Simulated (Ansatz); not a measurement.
**Li2ClF: a single-point run**

The task is a single-point run on Li2ClF. The structure is shown as the input types it. The cell is built on a prototype (ordering on rocksalt) and needn't be the phase found in nature.

Computed with Ansatz 0.2.0 (density functional or hybrid calculation with the settings of its input, plane waves (as first typed), unless a step's input says otherwise).

### Step 1. The system as given

The structure is tetragonal, space group P4/mmm (No. 123). Conventional cell: a = 3.343 Å, b = 3.343 Å, c = 4.601 Å, α = 90.00°, β = 90.00°, γ = 90.00°. F (site symmetry 4/mmm) is surrounded by 6 Li at 2.30 to 2.36 Å. Li (site symmetry 4/mmm) has 2 F at 2.30 Å and 4 Cl at 2.36 Å as nearest neighbours. Cl (site symmetry 4/mmm) is surrounded by 6 Li at 2.30 to 2.36 Å. Li (site symmetry 4/mmm) has 2 Cl at 2.30 Å and 4 F at 2.36 Å as nearest neighbours.

Coordinates:

```
F Li Cl
1.0
     3.34315    0.00000    0.00000
     0.00000    3.34315    0.00000
     0.00000    0.00000    4.60128
F Li Cl
1 2 1
Direct
  0.00000 0.00000 0.00000
  0.00000 0.00000 0.50000
  0.50000 0.50000 0.00000
  0.50000 0.50000 0.50000
```

### Step 2. Input and run

Contents of input.yaml:

```yaml
crystal:
  lattice:
    - [3.3431460528, 0.0, 0.0]
    - [0.0, 3.3431460528, 0.0]
    - [0.0, 0.0, 4.6012771269]
  atoms:
    - { symbol: F, position: [0.0, 0.0, 0.0] }
    - { symbol: Li, position: [0.0, 0.0, 0.5] }
    - { symbol: Cl, position: [0.5, 0.5, 0.5] }
    - { symbol: Li, position: [0.5, 0.5, 0.0] }
kpoints:
  mp_grid: { grid: [6, 6, 4] }
hamiltonian:
  xc: r2scan
scf:
  occupations: { method: fixed }
  n_extra_bands: 5
  convergence: { dr2_threshold: 1.0 }
  max_iter: 92
output:
  forces: true
  stress: true
  eigenvalues: true
```

Launch:

```
$ ansatz run input.yaml --threads 4 --pin off --max-ram 3686MiB --backend cpu --events-out ev --progress --plain --runs-dir out
```

What happens when this is run?

The run converged and reported no error, with warnings (force scf threshold loose, stress scf threshold loose). Its log warns: «scf.convergence.dr2_threshold = 1e0 eV is looser than this run's default, which is 1e-7 eV or tighter. The error in the forces grows as the threshold's square root ...»

The threshold asked is loose, but the program put off the close and ended at dr2 = 1.6e-7, so little accuracy was lost here.

Run again and compare: delete scf.convergence.dr2_threshold (the default then holds).
